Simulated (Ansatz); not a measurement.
# C2H5F3OSi: vertical ionisation energy

One table from this session's results is given with a row withheld; the runs are named, their logs left out.

Program: Ansatz 0.2.0, Gaussian basis. Level of theory: unrestricted cation, the program's frozen cores in correlated methods. These are calculated values, not measurements.

Levels to be run: UKS PBE-D4/def2-TZVPP; UKS r2SCAN-D4/def2-TZVPP; UKS PBE0-D4/def2-TZVPP; UKS B3LYP-D4/def2-TZVPP; UKS wB97X-V/def2-TZVPP; UKS wB97M-V/def2-TZVPP; UKS B2PLYP/def2-TZVPP; UHF-CCSD(T)/def2-TZVPP; UHF-MP2/def2-QZVPP; extrapolation to the limit; then −ε(HOMO) from the neutral's earlier runs with LDA (SPW92), PBE-D4, revPBE-D4, BLYP-D4, r2SCAN-D4, B97M-V, PBE0-D4, B3LYP-D4, r2SCANh-D4, r2SCAN0-D4, HSE06-D4, BHLYP-D4, CAM-B3LYP-D4, LC-ωPBE, ωB97X-V, ωB97M-V.

1 further run of the same task is left out (it didn't finish).

### The geometry

The geometry comes from an earlier relaxation with PBE0-D4 in a triple-zeta def2 set; it is a stationary point, not always the lowest conformer.

SMILES `C[SiH2]OC(F)(F)F`, 12 atoms, charge 0, spin multiplicity 1.

Atoms are counted from 1 here; the program's logs count them from 0.

Bond lengths: C1–Si2 1.852 Å, C1–H8 1.092 Å, C1–H9 1.094 Å, C1–H10 1.092 Å, Si2–O3 1.686 Å, Si2–H11 1.483 Å, Si2–H12 1.479 Å, O3–C4 1.323 Å, C4–F5 1.328 Å, C4–F6 1.348 Å, C4–F7 1.339 Å. Angles: Si2–C1–H8 110.9°, Si2–C1–H9 109.9°, Si2–C1–H10 111.0°, H8–C1–H9 108.1°, H8–C1–H10 108.6°, H9–C1–H10 108.3°, C1–Si2–O3 110.5°, C1–Si2–H11 111.9°, C1–Si2–H12 112.2°, O3–Si2–H11 108.1°, O3–Si2–H12 103.0°, H11–Si2–H12 110.7°, Si2–O3–C4 127.1°, O3–C4–F5 110.3°, O3–C4–F6 112.3°, O3–C4–F7 112.2°, F5–C4–F6 107.6°, F5–C4–F7 107.7° and more.

Geometry (Å):

```xyz
12
C2H5F3OSi
C     0.1265   -0.1741    1.8263
Si    0.6615   -0.7950    0.1658
O     0.5649    0.4359   -0.9827
C    -0.5110    0.8210   -1.6503
F    -0.3311    2.0379   -2.1507
F    -1.6099    0.8602   -0.8706
F    -0.7950    0.0004   -2.6689
H     0.7234    0.6885    2.1307
H     0.2557   -0.9593    2.5765
H    -0.9254    0.1178    1.8143
H    -0.1772   -1.9266   -0.2986
H     2.0944   -1.1618    0.1423
```

Set-up of the first run:

Contents of in.yaml:

```yaml
crystal:
  periodic: [false, false, false]
  atoms:
    - {symbol: C, position_ang: [0.126476, -0.174076, 1.826334]}
    - {symbol: Si, position_ang: [0.661536, -0.794953, 0.165750]}
    - {symbol: O, position_ang: [0.564879, 0.435864, -0.982678]}
    - {symbol: C, position_ang: [-0.511001, 0.820962, -1.650331]}
    - {symbol: F, position_ang: [-0.331055, 2.037900, -2.150716]}
    - {symbol: F, position_ang: [-1.609860, 0.860173, -0.870600]}
    - {symbol: F, position_ang: [-0.795002, 0.000374, -2.668944]}
    - {symbol: H, position_ang: [0.723376, 0.688451, 2.130688]}
    - {symbol: H, position_ang: [0.255670, -0.959316, 2.576519]}
    - {symbol: H, position_ang: [-0.925379, 0.117841, 1.814294]}
    - {symbol: H, position_ang: [-0.177178, -1.926612, -0.298563]}
    - {symbol: H, position_ang: [2.094437, -1.161810, 0.142347]}
basis:
  gaussian: {orbitals: def2-TZVPP}
total_charge: 1
magnetization: {spin_polarized: true, initial_magnetization: 1}
hamiltonian: {xc: pbe, dispersion: d4}
```

Among the steps run: Cation, UKS PBE-D4/def2-TZVPP; Cation, UKS r2SCAN-D4/def2-TZVPP; Cation, UKS PBE0-D4/def2-TZVPP; Cation, UKS B3LYP-D4/def2-TZVPP; Cation, UKS wB97X-V/def2-TZVPP; Cation, UKS wB97M-V/def2-TZVPP; Cation, UKS B2PLYP (frozen core)/def2-TZVPP; Cation, UHF-CCSD(T)/def2-TZVPP; Cation, UHF-MP2/def2-QZVPP.

One table of the session follows, with a row left open; its other results are not shown here.

Orbital estimates, from the neutral's runs:

| functional | −ε(HOMO) (eV) |
| --- | --- |
| LDA (SPW92) | 7.98 |
| PBE-D4 | 7.83 |
| revPBE-D4 | 7.77 |
| BLYP-D4 | ? |
| r2SCAN-D4 | 8.20 |
| B97M-V | 8.32 |
| PBE0-D4 | 9.31 |
| B3LYP-D4 | 9.09 |
| r2SCANh-D4 | 8.74 |
| r2SCAN0-D4 | 9.55 |
| HSE06-D4 | 8.91 |
| BHLYP-D4 | 10.69 |
| CAM-B3LYP-D4 | 10.75 |
| LC-ωPBE | 12.10 |
| ωB97X-V | 11.75 |
| ωB97M-V | 11.60 |

Q: Estimate the row for BLYP-D4 from the others.

Worked estimate for «−ε(HOMO) (eV)». Against the share of exact exchange, B3LYP-D4 (0.2, 9.09), BHLYP-D4 (0.5, 10.69) give a slope of 5.33 per unit share; at 0 the line stands at 8.02.

The run gave: −ε(HOMO) (eV): 7.74. In «−ε(HOMO) (eV)» the line misses by +0.28.
